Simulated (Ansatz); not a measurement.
# Na27SF26 (Villiaumite): the cost of one run

Method: DFT, PBE, plane-wave PAW, default files, scalar-relativistic, in Ansatz 0.2.0.

1 further run of the same task is left out (it didn't finish).

**1. The system as given**

It takes space group Fm-3m (No. 225, cubic). Conventional cell: a = 13.920 Å, b = 13.920 Å, c = 13.920 Å, α = 90.00°, β = 90.00°, γ = 90.00°. Na (site symmetry 3m) has 6 F at 2.32 Å as nearest neighbours. Around Na (site symmetry 4mm) lie 5 F at 2.32 Å and 1 S at 2.32 Å. Around Na (site symmetry mm2) lie 6 F at 2.32 Å. Na (site symmetry m-3m) is surrounded by 6 F at 2.32 Å. S (site symmetry m-3m) has 6 Na at 2.32 Å as nearest neighbours. Around F (site symmetry mm2) lie 6 Na at 2.32 Å. Around F (site symmetry 3m) lie 6 Na at 2.32 Å. F (site symmetry 4mm) is surrounded by 6 Na at 2.32 Å.

Coordinates:

```xyz
54
Lattice="0.0000 6.9600 6.9600 6.9600 0.0000 6.9600 6.9600 6.9600 0.0000" Properties=species:S:1:pos:R:3 pbc="T T T"
Na    0.0000    0.0000    0.0000
Na    2.3200    2.3200    0.0000
Na    4.6400    4.6400    0.0000
Na    2.3200    0.0000    2.3200
Na    4.6400    2.3200    2.3200
Na    6.9600    4.6400    2.3200
Na    4.6400    0.0000    4.6400
Na    6.9600    2.3200    4.6400
Na    9.2800    4.6400    4.6400
Na    0.0000    2.3200    2.3200
Na    2.3200    4.6400    2.3200
Na    4.6400    6.9600    2.3200
Na    2.3200    2.3200    4.6400
Na    4.6400    4.6400    4.6400
Na    6.9600    6.9600    4.6400
Na    4.6400    2.3200    6.9600
Na    6.9600    4.6400    6.9600
Na    9.2800    6.9600    6.9600
Na    0.0000    4.6400    4.6400
Na    2.3200    6.9600    4.6400
Na    4.6400    9.2800    4.6400
Na    2.3200    4.6400    6.9600
Na    4.6400    6.9600    6.9600
Na    6.9600    9.2800    6.9600
Na    4.6400    4.6400    9.2800
Na    6.9600    6.9600    9.2800
Na    9.2800    9.2800    9.2800
S     2.3200    2.3200    2.3200
F     4.6400    4.6400    2.3200
F     6.9600    6.9600    2.3200
F     4.6400    2.3200    4.6400
F     6.9600    4.6400    4.6400
F     9.2800    6.9600    4.6400
F     6.9600    2.3200    6.9600
F     9.2800    4.6400    6.9600
F    11.6000    6.9600    6.9600
F     2.3200    4.6400    4.6400
F     4.6400    6.9600    4.6400
F     6.9600    9.2800    4.6400
F     4.6400    4.6400    6.9600
F     6.9600    6.9600    6.9600
F     9.2800    9.2800    6.9600
F     6.9600    4.6400    9.2800
F     9.2800    6.9600    9.2800
F    11.6000    9.2800    9.2800
F     2.3200    6.9600    6.9600
F     4.6400    9.2800    6.9600
F     6.9600   11.6000    6.9600
F     4.6400    6.9600    9.2800
F     6.9600    9.2800    9.2800
F     9.2800   11.6000    9.2800
F     6.9600    6.9600   11.6000
F     9.2800    9.2800   11.6000
F    11.6000   11.6000   11.6000
```

Atom 28 of the input is the impurity.

**2. First run, atoms as given**

Input file input.yaml:

```yaml
crystal:
  lattice:
    - [0.0, 6.96, 6.96]
    - [6.96, 0.0, 6.96]
    - [6.96, 6.96, 0.0]
  atoms:
    - { symbol: Na, position: [0.0, 0.0, 0.0] }
    - { symbol: Na, position: [0.0, 0.0, 0.3333333333] }
    - { symbol: Na, position: [0.0, 0.0, 0.6666666667] }
    - { symbol: Na, position: [0.0, 0.3333333333, 0.0] }
    - { symbol: Na, position: [0.0, 0.3333333333, 0.3333333333] }
    - { symbol: Na, position: [0.0, 0.3333333333, 0.6666666667] }
    - { symbol: Na, position: [0.0, 0.6666666667, 0.0] }
    - { symbol: Na, position: [0.0, 0.6666666667, 0.3333333333] }
    - { symbol: Na, position: [0.0, 0.6666666667, 0.6666666667] }
    - { symbol: Na, position: [0.3333333333, 0.0, 0.0] }
    - { symbol: Na, position: [0.3333333333, 0.0, 0.3333333333] }
    - { symbol: Na, position: [0.3333333333, 0.0, 0.6666666667] }
    - { symbol: Na, position: [0.3333333333, 0.3333333333, 0.0] }
    - { symbol: Na, position: [0.3333333333, 0.3333333333, 0.3333333333] }
    - { symbol: Na, position: [0.3333333333, 0.3333333333, 0.6666666667] }
    - { symbol: Na, position: [0.3333333333, 0.6666666667, 0.0] }
    - { symbol: Na, position: [0.3333333333, 0.6666666667, 0.3333333333] }
    - { symbol: Na, position: [0.3333333333, 0.6666666667, 0.6666666667] }
    - { symbol: Na, position: [0.6666666667, 0.0, 0.0] }
    - { symbol: Na, position: [0.6666666667, 0.0, 0.3333333333] }
    - { symbol: Na, position: [0.6666666667, 0.0, 0.6666666667] }
    - { symbol: Na, position: [0.6666666667, 0.3333333333, 0.0] }
    - { symbol: Na, position: [0.6666666667, 0.3333333333, 0.3333333333] }
    - { symbol: Na, position: [0.6666666667, 0.3333333333, 0.6666666667] }
    - { symbol: Na, position: [0.6666666667, 0.6666666667, 0.0] }
    - { symbol: Na, position: [0.6666666667, 0.6666666667, 0.3333333333] }
    - { symbol: Na, position: [0.6666666667, 0.6666666667, 0.6666666667] }
    - { symbol: S, position: [0.1666666667, 0.1666666667, 0.1666666667] }
    - { symbol: F, position: [0.1666666667, 0.1666666667, 0.5] }
    - { symbol: F, position: [0.1666666667, 0.1666666667, 0.8333333333] }
    - { symbol: F, position: [0.1666666667, 0.5, 0.1666666667] }
    - { symbol: F, position: [0.1666666667, 0.5, 0.5] }
    - { symbol: F, position: [0.1666666667, 0.5, 0.8333333333] }
    - { symbol: F, position: [0.1666666667, 0.8333333333, 0.1666666667] }
    - { symbol: F, position: [0.1666666667, 0.8333333333, 0.5] }
    - { symbol: F, position: [0.1666666667, 0.8333333333, 0.8333333333] }
    - { symbol: F, position: [0.5, 0.1666666667, 0.1666666667] }
    - { symbol: F, position: [0.5, 0.1666666667, 0.5] }
    - { symbol: F, position: [0.5, 0.1666666667, 0.8333333333] }
    - { symbol: F, position: [0.5, 0.5, 0.1666666667] }
    - { symbol: F, position: [0.5, 0.5, 0.5] }
    - { symbol: F, position: [0.5, 0.5, 0.8333333333] }
    - { symbol: F, position: [0.5, 0.8333333333, 0.1666666667] }
    - { symbol: F, position: [0.5, 0.8333333333, 0.5] }
    - { symbol: F, position: [0.5, 0.8333333333, 0.8333333333] }
    - { symbol: F, position: [0.8333333333, 0.1666666667, 0.1666666667] }
    - { symbol: F, position: [0.8333333333, 0.1666666667, 0.5] }
    - { symbol: F, position: [0.8333333333, 0.1666666667, 0.8333333333] }
    - { symbol: F, position: [0.8333333333, 0.5, 0.1666666667] }
    - { symbol: F, position: [0.8333333333, 0.5, 0.5] }
    - { symbol: F, position: [0.8333333333, 0.5, 0.8333333333] }
    - { symbol: F, position: [0.8333333333, 0.8333333333, 0.1666666667] }
    - { symbol: F, position: [0.8333333333, 0.8333333333, 0.5] }
    - { symbol: F, position: [0.8333333333, 0.8333333333, 0.8333333333] }
total_charge: -1
kpoints:
  mp_grid: { grid: [3, 3, 3] }
scf:
  occupations: { method: fermi_dirac, width: 0.01 }
hamiltonian:
  xc: pbe
  pseudopotentials: { kind: paw }
output:
  forces: true
  stress: true
  populations: true
  efg:
    quadrupole_moments_barn: { Na: 0.104, S: -0.0694 }
    contact_densities: true
```

Launch:

```bash
ansatz run input.yaml --threads 1 --pin off --max-ram 3072MiB --backend cpu --events-out ev --progress --plain --runs-dir out
```

Q: Estimate wall time and peak memory on 1 thread of Arm Neoverse N1, shared host.

About 3.5 min, with a peak of 1.6 GiB.
